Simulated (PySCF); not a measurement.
# W(CH)Me3: geometry, NMR shifts and electronic excitations

What NMR shifts and electronic excitations should W(CH)Me3 (`[CH]#[W]([CH3])([CH3])[CH3]`) show?

Computed with PySCF 2.14.0, with density-fitted response routines of our own, on a single molecule in the gas phase. Atoms are numbered from 0 throughout.

## 1. The molecule as given

15 atoms, charge 0, multiplicity 1; geometry from: GFN2-xTB. The atoms were then displaced at random by about 0.03 Å, so the start is not that level's minimum.

Bonds of the start (Å): W0–C1 1.85, W0–C3 2.21, W0–C7 2.26, W0–C11 2.12, C1–H2 1.06, C3–H4 1.13, C3–H5 1.04, C3–H6 1.06, C7–H8 1.03, C7–H9 1.08, C7–H10 1.18, C11–H12 1.17, C11–H13 1.06, C11–H14 1.13.

## 2. Geometry optimisation at PBE0-D3(BJ)/def2-SVP

The job: settings as JSON, then the geometry in Å.

```
{"job": {"xc": "PBE0", "basis": "def2-SVP", "d3": "d3bj", "grid": 1, "maxiter": 40, "shake": 0.03, "kind": "geom"}, "charge": 0, "multiplicity": 1}
W      0.062700    -0.074340     0.143060
C     -0.018520    -0.002310     1.988170
H     -0.063740     0.006040     3.047580
C      2.215010    -0.009340    -0.357270
H      2.190230    -0.152760    -1.474130
H      2.669350    -0.812430     0.123560
H      2.622120     0.927460    -0.061810
C     -1.000010     1.851920    -0.373710
H     -0.980140     1.982710    -1.395740
H     -0.645770     2.725840     0.153730
H     -2.137300     1.759710    -0.060800
C     -1.049930    -1.822180    -0.322320
H     -2.143060    -1.869590     0.095350
H     -0.542410    -2.706040    -0.022840
H     -1.211290    -1.880790    -1.438810
```

Launch:

```console
$ OMP_NUM_THREADS=1 python probes_run.py task.json out
```

The driver reads the jobs from task.json and runs them one after another.

Output:

```text
step   0  E = -225.10673833  max force = 0.111487
step   1  E = -225.13919791  max force = 0.061285
step   2  E = -225.14192598  max force = 0.039817
step   3  E = -225.14426549  max force = 0.008272
step   4  E = -225.14452454  max force = 0.005065
step   5  E = -225.14459648  max force = 0.001164
step   6  E = -225.14461860  max force = 0.000544
step   7  E = -225.14462788  max force = 0.000585
step   8  E = -225.14463316  max force = 0.000351
optimisation converged
```

Run time: 6.4 min. Hardware: 1 thread of Intel Xeon at 2.50GHz, shared host; peak memory 0.58 GiB.

Along the way:

| step | energy from step 0 (eV) | largest force component (eV/Å) |
| --- | --- | --- |
| 0 | 0.0000 | 5.7329 |
| 1 | -0.8833 | 3.1514 |
| 2 | -0.9575 | 2.0475 |
| 3 | -1.0212 | 0.4254 |
| 4 | -1.0282 | 0.2605 |
| 5 | -1.0302 | 0.0599 |
| 6 | -1.0308 | 0.0280 |
| 7 | -1.0310 | 0.0301 |
| 8 | -1.0312 | 0.0180 |

Distances of close pairs at the start and the end, largest changes first:

| bond | before (Å) | after (Å) | change (Å) |
| --- | --- | --- | --- |
| W0–C7 | 2.260 | 2.107 | -0.153 |
| W0–C1 | 1.848 | 1.745 | -0.103 |
| W0–C3 | 2.211 | 2.108 | -0.103 |
| C7–H8 | 1.031 | 1.108 | +0.078 |
| C7–H10 | 1.183 | 1.106 | -0.078 |
| C11–H12 | 1.171 | 1.103 | -0.068 |
| C3–H5 | 1.040 | 1.103 | +0.062 |
| C11–H13 | 1.062 | 1.105 | +0.043 |

The final coordinates are the input of the step that follows.

```
                         at the end point                value
rotational constants (GHz, main isotopes)  3.068, 3.050, 2.393
                        dipole moment (D)                 1.43
```

## 3. Nuclear shieldings: PBE0/def2-TZVP+pcSseg-1

The job: settings as JSON, then the geometry in Å.

```
{"job": {"kind": "nmr", "xc": "PBE0", "basis": {"default": "pcSseg-1", "W": "def2-TZVP"}}, "charge": 0, "multiplicity": 1}
W      0.002759    -0.002709     0.117858
C      0.004656    -0.004956     1.863054
H      0.006876    -0.004903     2.956506
C      2.058917    -0.031155    -0.345026
H      2.196446    -0.097400    -1.442652
H      2.597855    -0.864663     0.135216
H      2.530572     0.902585     0.011918
C     -1.011554     1.785636    -0.340810
H     -0.997425     1.948764    -1.437115
H     -0.596533     2.675856     0.159111
H     -2.063956     1.694156    -0.014783
C     -1.051983    -1.768167    -0.340256
H     -2.050284    -1.802196     0.126972
H     -0.492700    -2.645016     0.032605
H     -1.166405    -1.861932    -1.438578
```

With the program's defaults for keys left out, this is: GIAO PBE0/pcSseg-1 W:def2-TZVP NMR shielding, scalar relativity only through core potentials, gas phase.

Output:

```text
coarse grid: 54376 points
cycle   1  E = -224.9831717719  dE = -2.031e+01  |g| = 1.060e+00  |ddm| = 8.789e+00
cycle   2  E = -223.8153143955  dE =  1.168e+00  |g| = 2.417e+00  |ddm| = 2.217e+00
cycle   3  E = -225.0854327576  dE = -1.270e+00  |g| = 7.716e-01  |ddm| = 1.959e+00
cycle   4  E = -225.2435225165  dE = -1.581e-01  |g| = 7.368e-02  |ddm| = 7.189e-01
cycle   5  E = -225.2444575744  dE = -9.351e-04  |g| = 4.201e-02  |ddm| = 8.370e-02
cycle   6  E = -225.2449141772  dE = -4.566e-04  |g| = 1.345e-02  |ddm| = 4.332e-02
cycle   7  E = -225.2449569792  dE = -4.280e-05  |g| = 1.115e-03  |ddm| = 1.137e-02
cycle   8  E = -225.2449575310  dE = -5.518e-07  |g| = 3.942e-04  |ddm| = 1.723e-03
final grid: 114144 points
cycle   9  E = -225.2449802418  dE =  2.649e-07  |g| = 1.203e-03  |ddm| = 1.759e-03
cycle  10  E = -225.2449762879  dE =  3.954e-06  |g| = 4.255e-03  |ddm| = 3.586e-03
cycle  11  E = -225.2449805869  dE = -4.299e-06  |g| = 1.483e-04  |ddm| = 2.768e-03
cycle  12  E = -225.2449805925  dE = -5.551e-09  |g| = 2.009e-05  |ddm| = 1.283e-04
cycle  13  E = -225.2449805926  dE = -1.471e-10  |g| = 5.381e-06  |ddm| = 2.480e-05
converged SCF energy = -225.2449805926

GIAO shielding tensors (ppm)
atom      isotropic    diamagn.    paramagn.     s11        s22        s33       span
  0 W          nan         nan         nan        nan        nan        nan        nan
  1 C     -132.371     261.247    -393.618   -234.075   -233.336     70.299    304.374
  2 H       23.427      31.106      -7.679     22.915     23.678     23.689      0.774
  3 C      150.756     253.554    -102.798     95.143    176.806    180.320     85.177
  4 H       29.900      30.751      -0.851     27.345     30.577     31.778      4.432
  5 H       30.033      29.816       0.217     26.684     29.394     34.020      7.336
  6 H       30.730      29.909       0.821     26.761     30.297     35.133      8.372
  7 C      150.638     253.649    -103.011     95.468    176.195    180.251     84.783
  8 H       29.908      30.779      -0.872     27.274     30.601     31.847      4.573
  9 H       29.923      29.820       0.103     26.639     29.284     33.847      7.208
 10 H       30.862      29.972       0.890     26.834     30.445     35.306      8.472
 11 C      150.983     253.605    -102.621     96.164    176.558    180.229     84.065
 12 H       30.121      29.851       0.270     26.737     29.457     34.168      7.432
 13 H       30.651      29.907       0.745     26.763     30.180     35.012      8.249
 14 H       29.914      30.771      -0.856     27.349     30.605     31.788      4.439
```

Wall time 1.8 min (1 thread of Intel Xeon at 2.50GHz, shared host); peak memory 0.93 GiB.

The references, computed at this level on geometries of the same kind, shield at (ppm): ¹H TMS 31.27, ¹³C TMS 184.4. Their shielding less the atom's gives the shift. The references are single molecules in the gas phase. Atoms listed in one row are averaged.

```
                        atoms                       environment  σ (ppm)  δ (ppm)
                           C1             carbon bonded to W, H   -132.4    316.8
                  C3, C7, C11           carbon bonded to W, 3 H    150.8     33.6
                           H2  hydrogen on a carbon bonded to W    23.43     7.84
H4, H5, H6, H8, H9 and 4 more  hydrogen on a carbon bonded to W    30.23     1.04
```

Atoms past Kr carry core potentials, so their printed shieldings have no meaning and are left out of the table.

Charges from the same density, by scheme (e):

| atoms | Mulliken | ESP fit |
| --- | --- | --- |
| W0 | 0.70 | 1.37 |
| C1 | -0.23 | -0.90 |
| C3, C7, C11 | -0.63 | -0.74 |

Mayer bond orders: W0–C1 2.78, W0–C3 1.00, W0–C7 1.01, W0–C11 1.01.

With diffuse functions Mulliken charges and Mayer bond orders lose their meaning; the other schemes are steadier.

Orbitals, density, ELF and potential are computed afterwards from the orbital file.

Frontier orbitals at PBE0/def2-TZVP+pcSseg-1, with the share of their density that lies nearest to each atom:

| orbital | energy (eV) | lies on |
| --- | --- | --- |
| HOMO | -6.62 | C1 49 %; W0 32 % |
| LUMO | -1.22 | W0 52 %; C1 10 % |

ELF in a plane through or near 7 of the atoms.

Ten even steps from ' ' (0.00) to '@' (1.00):
```
                                                        
                                                        
                                                        
                            --##%%**..                  
                          ::@@@@@@@@##::                
            --**++::      ..%%@@@@@@**--::..            
          %%@@@@@@%%::    ..++##%%**##%%@@@@##          
        ..%%@@@@@@@@==      ==%%##++@@@@@@@@@@..        
        ..==##@@@@%%**::..==--++####%%@@@@@@%%..        
        ::++**##--++%%--++******::....::==--..          
      ..##@@@@@@%%####::**++**##::                      
        %%@@@@@@%%==::  ..----====--....                
        --@@@@@@==..      --##%%########++..            
            ..          ::**##====@@@@@@@@++            
                      **@@@@@@%%**@@@@@@@@==            
                      %%@@@@@@%%==--**##==              
                      ::**@@%%==..                      
                          ....                          
                                                        
                                                        
```
The map spans 10.6 Å across and 10.6 Å up, centred on the molecule. Atoms in the plane (x, y in Å): W0 (0.0, 0.0), H5 (-2.7, -0.5), H6 (-2.4, 1.3), H9 (1.0, 2.6), H10 (2.3, 1.4), H12 (1.7, -2.1), H13 (0.1, -2.7).

On the surface of density 0.002 e/bohr³ the electrostatic potential runs, from the 1st to the 99th percentile, from -0.90 V near C1 to 1.99 V near H4.

## 4. TDDFT and polarisability: wB97X-D/def2-SVPD

Same as in step 3 but for these lines:

```diff
@@ -1,2 +1,2 @@
-{"job": {"kind": "nmr", "xc": "PBE0", "basis": {"default": "pcSseg-1", "W": "def2-TZVP"}}, "charge": 0, "multiplicity": 1}
+{"job": {"kind": "uv", "xc": "wB97X-D", "basis": "def2-SVPD", "ip": true, "nstates": 10}, "charge": 0, "multiplicity": 1}
 W      0.002759    -0.002709     0.117858
```

Level: TDDFT wB97X-D/def2-SVPD, vertical, gas phase, core orbitals frozen in the response.

Output:

```text
coarse grid: 54376 points
cycle   1  E = -225.1717364004  dE = -1.284e+01  |g| = 7.753e-01  |ddm| = 8.705e+00
cycle   2  E = -225.2112084525  dE = -3.947e-02  |g| = 6.935e-01  |ddm| = 1.915e+00
cycle   3  E = -225.3145966672  dE = -1.034e-01  |g| = 2.992e-01  |ddm| = 1.311e+00
cycle   4  E = -225.3324028139  dE = -1.781e-02  |g| = 1.346e-01  |ddm| = 3.995e-01
cycle   5  E = -225.3365030249  dE = -4.100e-03  |g| = 2.414e-02  |ddm| = 1.694e-01
cycle   6  E = -225.3366674519  dE = -1.644e-04  |g| = 8.624e-03  |ddm| = 5.022e-02
cycle   7  E = -225.3367116919  dE = -4.424e-05  |g| = 1.887e-03  |ddm| = 2.954e-02
cycle   8  E = -225.3367153868  dE = -3.695e-06  |g| = 5.657e-04  |ddm| = 7.196e-03
final grid: 114144 points
cycle   9  E = -225.3269866017  dE = -1.991e-05  |g| = 1.456e-03  |ddm| = 4.238e-02
cycle  10  E = -225.3269869992  dE = -3.975e-07  |g| = 1.250e-03  |ddm| = 4.682e-03
cycle  11  E = -225.3269872944  dE = -2.953e-07  |g| = 5.786e-04  |ddm| = 1.777e-03
cycle  12  E = -225.3269873640  dE = -6.952e-08  |g| = 3.832e-04  |ddm| = 9.242e-04
cycle  13  E = -225.3269874070  dE = -4.302e-08  |g| = 6.406e-05  |ddm| = 5.239e-04
cycle  14  E = -225.3269874118  dE = -4.847e-09  |g| = 3.104e-05  |ddm| = 1.999e-04
cycle  15  E = -225.3269874132  dE = -1.323e-09  |g| = 1.024e-05  |ddm| = 1.395e-04
cycle  16  E = -225.3269874133  dE = -1.053e-10  |g| = 3.906e-06  |ddm| = 3.486e-05
converged SCF energy = -225.3269874133

Static polarisability (au): isotropic 94.668, principal 94.318 94.576 95.110

Singlet excitations
state   eV       nm        f      main configurations
  1   3.4443    360.0   0.00000   H->L+1 0.45, H-1->L 0.45
  2   3.7640    329.4   0.00014   H->L 0.46, H-1->L+1 0.45
  3   3.7650    329.3   0.00017   H-1->L 0.46, H->L+1 0.46
  4   4.1333    300.0   0.02530   H-1->L+1 0.41, H->L 0.40
  5   5.1621    240.2   0.00000   H-2->L 0.38, H-3->L+1 0.32, H-2->L+1 0.14
  6   5.1916    238.8   0.00563   H->L+2 0.75, H->L+3 0.14
  7   5.1935    238.7   0.00551   H-1->L+2 0.75, H-1->L+3 0.14
  8   5.4665    226.8   0.02998   H-3->L 0.40, H-2->L+1 0.39
  9   5.4690    226.7   0.02983   H-3->L+1 0.41, H-2->L 0.38
 10   5.8574    211.7   0.02939   H-3->L 0.35, H-2->L+1 0.34, H-3->L+1 0.14

Triplet excitations (Tamm-Dancoff, eV): 2.9555 3.1895 3.1896 3.3786
Vertical ionisation energy (delta-SCF) = 8.4715 eV
```

Run time: 3.8 min. Hardware: 1 thread of Intel Xeon at 2.50GHz, shared host; peak memory 1.1 GiB.

The orbitals next to the gap, with their largest atomic shares:

```csv
orbital,eV,atoms
HOMO−3,-10.15,"W0 33 %, C11 31 %, C7 13 %"
HOMO−2,-10.14,"W0 33 %, C3 28 %, C7 20 %"
HOMO−1,-8.48,"C1 41 %, W0 40 %, C3 6 %"
HOMO,-8.48,"C1 41 %, W0 40 %, C11 5 %"
LUMO,0.48,"W0 56 %, C3 10 %, C1 8 %"
LUMO+1,0.48,"W0 56 %, C7 9 %, C1 8 %"
LUMO+2,1.41,"W0 46 %, C7 6 %, C3 6 %"
```

With each of the 10 states as a Gaussian band of 0.4 eV half-width at 1/e, the curve within the window shown has maxima at 300 nm (ε 1,000), 224 nm (ε 3,200) L/(mol cm). Beyond the last state computed it falls off for lack of states. The curve at chosen wavelengths:

nm, ε (L/mol/cm) and a bar:
```
      201        803 ########
      210       1979 ###################
      220       3061 ##############################
      229       3036 ##############################
      238       2088 ####################
      248        961 #########
      257        416 ####
      267        308 ###
      276        496 #####
      285        782 ########
      295       1003 ##########
      304       1009 ##########
      313        853 ########
      323        598 ######
      332        384 ####
      341        224 ##
      351        113 #
      360         58 #
      369         28 
      379         12 
      388          6 
      398          2 
      407          1 
      416          1 
      426          0 
      435          0
```

Leading natural transition orbitals of singlet state 8: the hole lies on C11 27 %; W0 26 %; C3 20 %; the particle on W0 53 %; C1 10 %.

Leading natural transition orbitals of singlet state 1: the hole lies on C1 50 %; W0 33 %; the particle on W0 54 %; C1 12 %.

Ground-state properties from the same run:

```csv
property,computed
dipole moment (D),1.40
polarisability (Å³),14.03
HOMO–LUMO gap (eV),8.95
−ε(HOMO) (eV),8.48
```

## 5. NMR shieldings: KT2/def2-TZVP+pcSseg-1

Same as in step 4 but for these lines:

```diff
@@ -1,2 +1,2 @@
-{"job": {"kind": "uv", "xc": "wB97X-D", "basis": "def2-SVPD", "ip": true, "nstates": 10}, "charge": 0, "multiplicity": 1}
+{"job": {"kind": "nmr", "xc": "KT2", "basis": {"default": "pcSseg-1", "W": "def2-TZVP"}, "pop": false}, "charge": 0, "multiplicity": 1}
 W      0.002759    -0.002709     0.117858
```

Level: GIAO KT2/pcSseg-1 W:def2-TZVP NMR shielding, scalar relativity only through core potentials, gas phase.

Output:

```text
coarse grid: 54376 points
cycle   1  E = -228.2370971020  dE = -1.989e+01  |g| = 1.256e+00  |ddm| = 8.777e+00
cycle   2  E = -225.6516083541  dE =  2.585e+00  |g| = 3.251e+00  |ddm| = 3.118e+00
cycle   3  E = -228.0986128245  dE = -2.447e+00  |g| = 1.300e+00  |ddm| = 2.998e+00
cycle   4  E = -228.5794617729  dE = -4.808e-01  |g| = 2.686e-01  |ddm| = 1.364e+00
cycle   5  E = -228.5949986083  dE = -1.554e-02  |g| = 1.061e-01  |ddm| = 2.469e-01
cycle   6  E = -228.5972689067  dE = -2.270e-03  |g| = 6.746e-02  |ddm| = 1.424e-01
cycle   7  E = -228.5982187656  dE = -9.499e-04  |g| = 3.111e-02  |ddm| = 4.695e-02
cycle   8  E = -228.5984394713  dE = -2.207e-04  |g| = 8.834e-03  |ddm| = 1.498e-02
cycle   9  E = -228.5984585334  dE = -1.906e-05  |g| = 1.192e-03  |ddm| = 5.251e-03
cycle  10  E = -228.5984589171  dE = -3.837e-07  |g| = 2.073e-04  |ddm| = 9.628e-04
final grid: 114144 points
cycle  11  E = -228.5984700073  dE =  1.011e-07  |g| = 7.652e-04  |ddm| = 1.857e-03
cycle  12  E = -228.5984666415  dE =  3.366e-06  |g| = 3.761e-03  |ddm| = 2.939e-03
cycle  13  E = -228.5984701035  dE = -3.462e-06  |g| = 4.566e-04  |ddm| = 2.506e-03
cycle  14  E = -228.5984701573  dE = -5.387e-08  |g| = 1.657e-05  |ddm| = 3.720e-04
cycle  15  E = -228.5984701574  dE = -6.577e-11  |g| = 6.369e-06  |ddm| = 2.089e-05
converged SCF energy = -228.5984701574

GIAO shielding tensors (ppm)
atom      isotropic    diamagn.    paramagn.     s11        s22        s33       span
  0 W          nan         nan         nan        nan        nan        nan        nan
  1 C      -97.942     261.377    -359.320   -185.903   -185.192     77.268    263.171
  2 H       22.910      31.297      -8.386     22.814     22.832     23.084      0.270
  3 C      149.695     252.760    -103.064     97.853    171.603    179.630     81.776
  4 H       29.706      30.583      -0.877     27.580     30.226     31.312      3.732
  5 H       29.805      29.603       0.202     26.701     29.215     33.499      6.798
  6 H       30.467      29.700       0.767     26.871     30.042     34.487      7.617
  7 C      149.620     252.864    -103.244     98.330    170.985    179.543     81.213
  8 H       29.713      30.611      -0.898     27.512     30.244     31.382      3.870
  9 H       29.705      29.610       0.095     26.633     29.124     33.358      6.725
 10 H       30.589      29.764       0.826     26.960     30.175     34.633      7.674
 11 C      149.951     252.817    -102.866     98.973    171.312    179.569     80.595
 12 H       29.888      29.637       0.250     26.767     29.266     33.630      6.862
 13 H       30.393      29.698       0.694     26.865     29.935     34.378      7.513
 14 H       29.722      30.603      -0.881     27.584     30.253     31.328      3.744
```

It took 98 s on 1 thread of Intel Xeon at 2.50GHz, shared host; peak memory 0.87 GiB.

This run: δ C1 281.2, C3 33.5, H2 8.27, H4 1.18 ppm (means over like atoms).

## 6. Comparing the runs: NMR shifts

Shifts (ppm), means over like atoms, with basis size and wall time:

```
                    run     C1    C3    H2    H4  functions     time
PBE0/def2-TZVP+pcSseg-1  316.8  33.6  7.84  1.04        158  1.8 min
 KT2/def2-TZVP+pcSseg-1  281.2  33.5  8.27  1.18        158     98 s
```

## 7. Summary of results

| quantity | value |
| --- | --- |
| rotational constants (main isotopes) | 3.07, 3.05, 2.39 GHz |
| ¹³C shifts against TMS (PBE0/def2-TZVP+pcSseg-1, means over atoms taken as alike) | 316.8, 33.6 ppm |
| ¹H shifts against TMS (PBE0/def2-TZVP+pcSseg-1, means over atoms taken as alike) | 7.84, 1.04 ppm |
| surface potential, 1st and 99th percentile | -0.90 V and 1.99 V |
| lowest singlet (wB97X-D/def2-SVPD) | 3.44 eV (360 nm), f = 0.000 |
| brightest single state of those computed | state 8, 5.47 eV, f = 0.030 |
| lowest triplet | 2.96 eV |
| vertical ionisation energy (ΔSCF) | 8.47 eV |
| range of the shift of C1 | 281.2 to 316.8 ppm |

The start was shaken at random, so part of the energy gained undoes that. The optimisation took 8 steps and gained 1.031 eV; among the close pairs (by a distance rule), W0–C7 changed most, from 2.260 to 2.107 Å. At PBE0/def2-TZVP+pcSseg-1: The largest span, 304 ppm, is at C1, where the paramagnetic term is -394 ppm. The lowest singlet, at 3.44 eV, is HOMO→LUMO+1 0.45, HOMO−1→LUMO 0.45 and is dark; of the 10 states computed, the strongest absorption comes from states 8 to 9 together at 5.47 eV. The lowest triplet lies 0.49 eV below the lowest singlet (triplets in Tamm-Dancoff, singlets in full TDDFT). Spin-orbit coupling, left out, mixes singlets and triplets in elements this heavy. The orbital energy would give 8.48 eV for ionisation, ΔSCF gives 8.47 eV. In ppm, C1 moves most: its shift spreads over 35.6 ppm, from 281.2 (KT2/def2-TZVP+pcSseg-1) to 316.8 (PBE0/def2-TZVP+pcSseg-1). Spin-orbit coupling is left out, which matters for shieldings and couplings at and beside the heavy atoms.
